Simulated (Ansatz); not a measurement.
# Molecular dynamics of Si

input.yaml

```yaml
crystal:
  lattice:
    - [0.0, 5.519032, 5.519032]
    - [5.519032, 0.0, 5.519032]
    - [5.519032, 5.519032, 0.0]
  atoms:
    - { symbol: Si, position: [0.0, 0.0, 0.0] }
    - { symbol: Si, position: [0.125, 0.125, 0.125] }
    - { symbol: Si, position: [0.0, 0.0, 0.5] }
    - { symbol: Si, position: [0.125, 0.125, 0.625] }
    - { symbol: Si, position: [0.0, 0.5, 0.0] }
    - { symbol: Si, position: [0.125, 0.625, 0.125] }
    - { symbol: Si, position: [0.0, 0.5, 0.5] }
    - { symbol: Si, position: [0.125, 0.625, 0.625] }
    - { symbol: Si, position: [0.5, 0.0, 0.0] }
    - { symbol: Si, position: [0.625, 0.125, 0.125] }
    - { symbol: Si, position: [0.5, 0.0, 0.5] }
    - { symbol: Si, position: [0.625, 0.125, 0.625] }
    - { symbol: Si, position: [0.5, 0.5, 0.0] }
    - { symbol: Si, position: [0.625, 0.625, 0.125] }
    - { symbol: Si, position: [0.5, 0.5, 0.5] }
    - { symbol: Si, position: [0.625, 0.625, 0.625] }
basis:
  ecutwfc: 420.0
kpoints:
  mp_grid: { grid: [2, 2, 2] }
hamiltonian:
  xc: lda
scf:
  occupations: { method: fermi_dirac, width: 0.36 }
  lower_state_search: "off"
md:
  timestep: 1.5
  n_steps: 70
  ensemble: nvt_langevin
  temperature: 4200.0
  initial_velocities: maxwell_boltzmann
  seed: 625232
  friction: 0.005
```

Command:

```bash
$ ansatz run input.yaml --threads 1 --pin off --max-ram 3072MiB --backend cpu --events-out ev --progress --plain --runs-dir out
```

It starts from a structure without forces on its atoms.

Output, in part (one step line in 3):

```
md step     0: t =     0.00 fs  T =  3937.5 K  F+E_penalty+E_count = -9737.00804047 eV  E_kin = 8.143380 eV  (7 SCF iters)
md step     3: t =     4.50 fs  T =  3217.6 K  F+E_penalty+E_count = -9736.41883161 eV  E_kin = 6.654577 eV  (7 SCF iters)
md step     6: t =     9.00 fs  T =  2670.3 K  F+E_penalty+E_count = -9734.85338859 eV  E_kin = 5.522644 eV  (5 SCF iters)
md step     9: t =    13.50 fs  T =  1598.8 K  F+E_penalty+E_count = -9732.85575067 eV  E_kin = 3.306550 eV  (5 SCF iters)
md step    12: t =    18.00 fs  T =  1281.8 K  F+E_penalty+E_count = -9731.86020494 eV  E_kin = 2.651024 eV  (5 SCF iters)
md step    15: t =    22.50 fs  T =  1190.8 K  F+E_penalty+E_count = -9732.00586780 eV  E_kin = 2.462797 eV  (5 SCF iters)
md step    18: t =    27.00 fs  T =  1862.4 K  F+E_penalty+E_count = -9732.88482049 eV  E_kin = 3.851743 eV  (5 SCF iters)
md step    21: t =    31.50 fs  T =  2395.4 K  F+E_penalty+E_count = -9733.85055977 eV  E_kin = 4.954129 eV  (5 SCF iters)
md step    24: t =    36.00 fs  T =  2518.3 K  F+E_penalty+E_count = -9734.40865092 eV  E_kin = 5.208288 eV  (5 SCF iters)
md step    27: t =    40.50 fs  T =  2787.0 K  F+E_penalty+E_count = -9734.36990118 eV  E_kin = 5.763980 eV  (5 SCF iters)
md step    30: t =    45.00 fs  T =  2348.3 K  F+E_penalty+E_count = -9733.79505049 eV  E_kin = 4.856665 eV  (6 SCF iters)
md step    33: t =    49.50 fs  T =  2060.5 K  F+E_penalty+E_count = -9733.00890950 eV  E_kin = 4.261440 eV  (5 SCF iters)
md step    36: t =    54.00 fs  T =  1677.3 K  F+E_penalty+E_count = -9732.11404245 eV  E_kin = 3.468948 eV  (5 SCF iters)
md step    39: t =    58.50 fs  T =  1367.9 K  F+E_penalty+E_count = -9731.49997085 eV  E_kin = 2.828995 eV  (5 SCF iters)
md step    42: t =    63.00 fs  T =  1420.1 K  F+E_penalty+E_count = -9731.29039989 eV  E_kin = 2.937006 eV  (5 SCF iters)
md step    45: t =    67.50 fs  T =  1555.7 K  F+E_penalty+E_count = -9731.17714498 eV  E_kin = 3.217483 eV  (5 SCF iters)
md step    48: t =    72.00 fs  T =  1587.6 K  F+E_penalty+E_count = -9731.25753247 eV  E_kin = 3.283415 eV  (5 SCF iters)
md step    51: t =    76.50 fs  T =  1587.7 K  F+E_penalty+E_count = -9731.59799048 eV  E_kin = 3.283538 eV  (5 SCF iters)
md step    54: t =    81.00 fs  T =  1793.4 K  F+E_penalty+E_count = -9731.98826074 eV  E_kin = 3.709069 eV  (5 SCF iters)
md step    57: t =    85.50 fs  T =  2186.4 K  F+E_penalty+E_count = -9732.27954672 eV  E_kin = 4.521824 eV  (5 SCF iters)
md step    60: t =    90.00 fs  T =  2426.4 K  F+E_penalty+E_count = -9732.42282329 eV  E_kin = 5.018178 eV  (6 SCF iters)
md step    63: t =    94.50 fs  T =  2516.6 K  F+E_penalty+E_count = -9732.54064507 eV  E_kin = 5.204788 eV  (5 SCF iters)
md step    66: t =    99.00 fs  T =  2539.9 K  F+E_penalty+E_count = -9732.72406438 eV  E_kin = 5.252942 eV  (5 SCF iters)
md step    69: t =   103.50 fs  T =  2507.7 K  F+E_penalty+E_count = -9732.99046245 eV  E_kin = 5.186295 eV  (5 SCF iters)
md step    70: t =   105.00 fs  T =  2391.4 K  F+E_penalty+E_count = -9733.06844681 eV  E_kin = 4.945760 eV  (6 SCF iters)
```

The run went to its last step. The mean temperature of the second half is 53 % below the set value. A run of 0.1 ps of so small a system gives no equilibrium averages. Limits of this set-up: coarse k mesh.

Mean squared displacements from the first frame to the last, about the centre of mass: Si 0.15 Å².

Last frame:

```xyz
16
Lattice="0.0000 5.5190 5.5190 5.5190 0.0000 5.5190 5.5190 5.5190 0.0000" Properties=species:S:1:pos:R:3
Si 0.144 -0.164 -0.012
Si 1.239 1.366 1.709
Si 2.311 2.925 0.392
Si 4.012 4.399 1.389
Si 2.807 -0.152 2.822
Si 4.256 1.254 4.304
Si 5.405 2.950 2.757
Si 6.997 4.174 4.295
Si -0.193 2.788 3.435
Si 1.640 4.055 4.337
Si 2.706 5.579 3.073
Si 3.822 7.135 4.926
Si 3.381 2.665 5.640
Si 4.417 3.897 7.194
Si 5.783 5.800 5.888
Si 7.041 7.291 6.847
```

Run time: 7 min on 1 thread of Intel(R) Xeon(R) Platinum 8259CL CPU @ 2.50GHz (Skylake/Cascade Lake), on a shared host, peak memory 0.67 GiB.
